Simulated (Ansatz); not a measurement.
Task: energies of removing a hydrogen of CH6SSn, SMILES C[S][SnH3], with the Ansatz DFT code, driven from Python. Give the script and its output. Level of theory (for the species named): Hartree-Fock, def2-SVP basis, multiplicity 1.

```xyz
9

C    -0.7119    0.9633   -0.9519
S    -0.7550   -0.8083   -1.0739
Sn    0.6453   -1.0566    0.8489
H    -1.3079    1.4294   -1.7891
H     0.2756    1.3919   -1.0812
H    -1.1909    1.3430    0.0070
H     2.2232   -0.2344    0.5759
H     1.0130   -2.7418    1.1470
H    -0.1030   -0.3327    2.3001
```

The script, `ch6ssn.py`:
```python
"""X-H bond energies of CH6SSn without relaxation."""

import ansatz as az


def single_point(molecule, charge=0, unpaired=0):
    calc = (
        molecule.calculation()
        .basis(gaussian="def2-SVP")  # atom-centred Gaussian functions
        .functional("hf")
    )
    if charge:
        calc = calc.charge(charge)
    if unpaired:
        calc = calc.spin("collinear", total=unpaired)
    return calc.run().report["free_energy_ev"]

def without(molecule, index):
    rest = az.Crystal.molecule()
    for i, site in enumerate(molecule.cartesian_sites):
        if i != index:
            rest = rest.atom(site.symbol, site.position_ang)
    return rest

geometry_ang = [
    ("C", [-0.7119, 0.9633, -0.9519]),
    ("S", [-0.755, -0.8083, -1.0739]),
    ("Sn", [0.6453, -1.0566, 0.8489]),
    ("H", [-1.3079, 1.4294, -1.7891]),
    ("H", [0.2756, 1.3919, -1.0812]),
    ("H", [-1.1909, 1.343, 0.007]),
    ("H", [2.2232, -0.2344, 0.5759]),
    ("H", [1.013, -2.7418, 1.147]),
    ("H", [-0.103, -0.3327, 2.3001]),
]
ch6ssn = az.Crystal.molecule()
for symbol, xyz in geometry_ang:
    ch6ssn = ch6ssn.atom(symbol, xyz)

whole = single_point(ch6ssn, 0)
hydrogen = single_point(az.Crystal.molecule().atom("H", (0, 0, 0)), 0, 1)
print(f"E(molecule) = {whole:.5f} eV, E(H) = {hydrogen:.5f} eV")
for index in [5, 8]:
    radical = single_point(without(ch6ssn, index), 0, 1)
    print(f"H{index}: homolysis {23.060548 * (radical + hydrogen - whole):.1f} kcal/mol")
```

```console
$ python ch6ssn.py
E(molecule) = -17743.49902 eV, E(H) = -13.58606 eV
H5: homolysis 84.2 kcal/mol
H8: homolysis 57.4 kcal/mol
```

Caveats:
- Total energies depend on the basis set; only differences at equal settings carry meaning.
- The geometry is a force-field or estimated start, not a minimum of this method, and the basis set is short of its limit. All parts are taken at fixed geometry, without zero-point energy.
- def2 sets replace the cores of elements past krypton by effective core potentials.
- Hartree-Fock leaves correlation out, so bond, atomisation and ionisation energies come out well too low.
- The spin-orbit lowering of heavy atoms is left out.
- Finished in 4.9 s on 1 thread of Arm Neoverse V1 (shared host), peak memory 0.25 GiB.
